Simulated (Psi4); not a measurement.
# [SnH3]− (SMILES [H][Sn-]([H])[H]) at SCAN/def2-TZVP (core potential, sweep point 7)

What is the vertical ionisation energy of [SnH3]− at SCAN/def2-TZVP (core potential, sweep point 7)? 

The calculation is run with Psi4 1.11.

4 further runs of the same task are left out: 4 set aside as unsound or not needed.

### 1 The structure to begin with

[SnH3]− has 4 atoms, charge -1, and is taken as a singlet. As SMILES, `[H][Sn-]([H])[H]`. Geometry: a GFN2-xTB relaxation, a rough one for these elements and not checked as a minimum.

Bond lengths: Sn1–H2 1.948 Å, Sn1–H3 1.948 Å, Sn1–H4 1.949 Å. Angles: H2–Sn1–H3 93.3°, H2–Sn1–H4 93.4°, H3–Sn1–H4 93.5°.

### 2 A single-point energy at SCAN/def2-TZVP (core potential, sweep point 7)

Contents of job.inp:

```
memory 1600 mb

molecule {
  -1 1
  Sn    -0.01205645     0.01082813     1.49603948
  H      3.09497455    -0.06349480    -0.47554958
  H     -1.48694990     2.70705157    -0.52989810
  H     -1.59594930    -2.65438490    -0.49059180
  units au
  symmetry c1
}

set {
  basis                def2-TZVP
  reference            rks
  puream               true
  scf_type             pk
  dft_radial_points    150
  dft_spherical_points 974
}

energy('scan')
print_variables()
```

Launch:

```console
psi4 -i job.inp -o job.out -n 1
```

job.out:

```text
[...]
    !!!  WARNING: ECP capability is in beta. Please check occupations closely.  !!!
[...]
  Running in c1 symmetry.
[...]
  Nuclear repulsion =   18.488599683521318
[...]
  Multiplicity = 1
[...]
  Nalpha       = 13
  Nbeta        = 13
[...]
    Number of basis functions: 68
[...]
 WARNING: Atomic UHF is not converging! Try casting from a smaller basis or call Rob at CCMST.
   -------------------------
[...]
   @RKS iter   1:  -215.81169466317940   -1.02614e+00   1.15955e-02 DIIS/ADIIS
[...]
   @RKS iter   8:  -216.15731061366745   -6.82165e-08   3.13471e-07 DIIS
[...]
    Orbital Energies [Eh]
    ---------------------
    Doubly Occupied:
       1A     -4.813882     2A     -3.146956     3A     -3.146952
       4A     -3.143484     5A     -0.724023     6A     -0.724020
       7A     -0.720990     8A     -0.720980     9A     -0.719209
      10A     -0.226855    11A     -0.059210    12A     -0.059067
      13A      0.001647
[...]
  @RKS Final Energy:  -216.15731061366745
   => Energetics <=
    Nuclear Repulsion Energy =             18.4885996835213184
    One-Electron Energy =                -420.8200254717200437
    Two-Electron Energy =                 205.4568916238361567
    DFT Exchange-Correlation Energy =     -19.2827764493048974
    Empirical Dispersion Energy =           0.0000000000000000
    VV10 Nonlocal Energy =                  0.0000000000000000
    Total Energy =                       -216.1573106136674483
[...]
 Multipole Moments:
 ------------------------------------------------------------------------------------
     Multipole            Electronic (a.u.)      Nuclear  (a.u.)        Total (a.u.)
 ------------------------------------------------------------------------------------
 L = 1.  Multiply by 2.5417464519 to convert [e a0] to [Debye]
 Dipole X            :         -0.0455255            0.0383562           -0.0071693
 Dipole Y            :          0.0414384           -0.0344349            0.0070035
 Dipole Z            :          5.7232135           -4.7576070            0.9656065
 Magnitude           :                                                    0.9656585
[...]
```

It took 17 s on 1 thread of Intel Xeon 6975P-C (Granite Rapids), shared host; peak memory 1.1 GiB.

### 3 Doublet neutral SnH3

Contents of job.in:

```
memory 1600 mb

molecule {
  0 2
  Sn    -0.01205645     0.01082813     1.49603948
  H      3.09497455    -0.06349480    -0.47554958
  H     -1.48694990     2.70705157    -0.52989810
  H     -1.59594930    -2.65438490    -0.49059180
  units bohr
  symmetry c1
}

set reference uks
set puream true
set scf_type pk
set dft_radial_points 150
set dft_spherical_points 974
set maxiter 150

energy_value = energy("scan/def2-TZVP")
```

Launch:

```console
psi4 -n 1 job.in job.out
```

job.out:

```text
[...]
    !!!  WARNING: ECP capability is in beta. Please check occupations closely.  !!!
[...]
  Running in c1 symmetry.
[...]
  Nuclear repulsion =   18.488599683521318
[...]
  Multiplicity = 2
[...]
  Nalpha       = 13
  Nbeta        = 12
[...]
    Number of basis functions: 68
[...]
 WARNING: Atomic UHF is not converging! Try casting from a smaller basis or call Rob at CCMST.
   -------------------------
[...]
   @UKS iter   1:  -215.86944727861905   -1.08389e+00   9.62959e-03 ADIIS/DIIS
[...]
   @UKS iter  10:  -216.06357036178045   -2.41756e-08   2.47054e-07 DIIS
[...]
   @S^2 Observed:                7.555186534E-01
[...]
    Orbital Energies [Eh]
    ---------------------
    Alpha Occupied:
       1A     -5.064063     2A     -3.398101     3A     -3.395116
       4A     -3.395112     5A     -0.974462     6A     -0.974458
       7A     -0.974422     8A     -0.970445     9A     -0.970433
      10A     -0.465139    11A     -0.281547    12A     -0.281335
      13A     -0.245168
    Alpha Virtual:
      14A     -0.039795    15A     -0.039645    16A     -0.006469
      17A      0.109498    18A      0.109639    19A      0.115458
      20A      0.141829    21A      0.149210    22A      0.149300
      23A      0.251734    24A      0.286280    25A      0.286315
[...]
  @UKS Final Energy:  -216.06357036178045
   => Energetics <=
    Nuclear Repulsion Energy =             18.4885996835213184
    One-Electron Energy =                -414.7237418906185553
    Two-Electron Energy =                 199.2348968210044404
    DFT Exchange-Correlation Energy =     -19.0633249756876673
    Empirical Dispersion Energy =           0.0000000000000000
    VV10 Nonlocal Energy =                  0.0000000000000000
    Total Energy =                       -216.0635703617804495
[...]
 Multipole Moments:
 ------------------------------------------------------------------------------------
     Multipole            Electronic (a.u.)      Nuclear  (a.u.)        Total (a.u.)
 ------------------------------------------------------------------------------------
 L = 1.  Multiply by 2.5417464519 to convert [e a0] to [Debye]
 Dipole X            :         -0.0443041            0.0383562           -0.0059479
 Dipole Y            :          0.0394495           -0.0344349            0.0050146
 Dipole Z            :          5.4430964           -4.7576070            0.6854894
 Magnitude           :                                                    0.6855336
[...]
```

Wall time 29 s (1 thread of Intel Xeon 6975P-C (Granite Rapids), shared host); peak memory 1.1 GiB.

### 4 Summary of results

At SCAN/def2-TZVP (core potential, sweep point 7):

| quantity | value |
| --- | --- |
| singlet [SnH3]−: total energy | -216.15731 Eh |
| singlet [SnH3]−: HOMO energy | 0.04 eV |
| singlet [SnH3]−: LUMO energy | 4.57 eV |
| singlet [SnH3]−: HOMO–LUMO gap (to an unbound level, set by the basis) | 4.52 eV |
| doublet neutral SnH3: total energy | -216.06357 Eh |
| doublet neutral SnH3: dipole moment | 1.74 D |
| doublet neutral SnH3: HOMO energy (highest over α and β) | -6.67 eV |
| doublet neutral SnH3: LUMO energy (lowest over α and β) | -5.08 eV |
| doublet neutral SnH3: ⟨S²⟩ | 0.756 |
| vertical detachment energy (to the doublet neutral) | 2.551 eV |

In words: The vertical ionisation energy comes to 2.55 eV (246 kJ/mol). −ε(HOMO) before ionisation, -0.04 eV, is 2.60 eV below this ionisation energy. The HOMO (singlet [SnH3]−) lies at positive energy, 0.04 eV, as semi-local functionals often give for anions; only total energies tell whether the electron is bound.
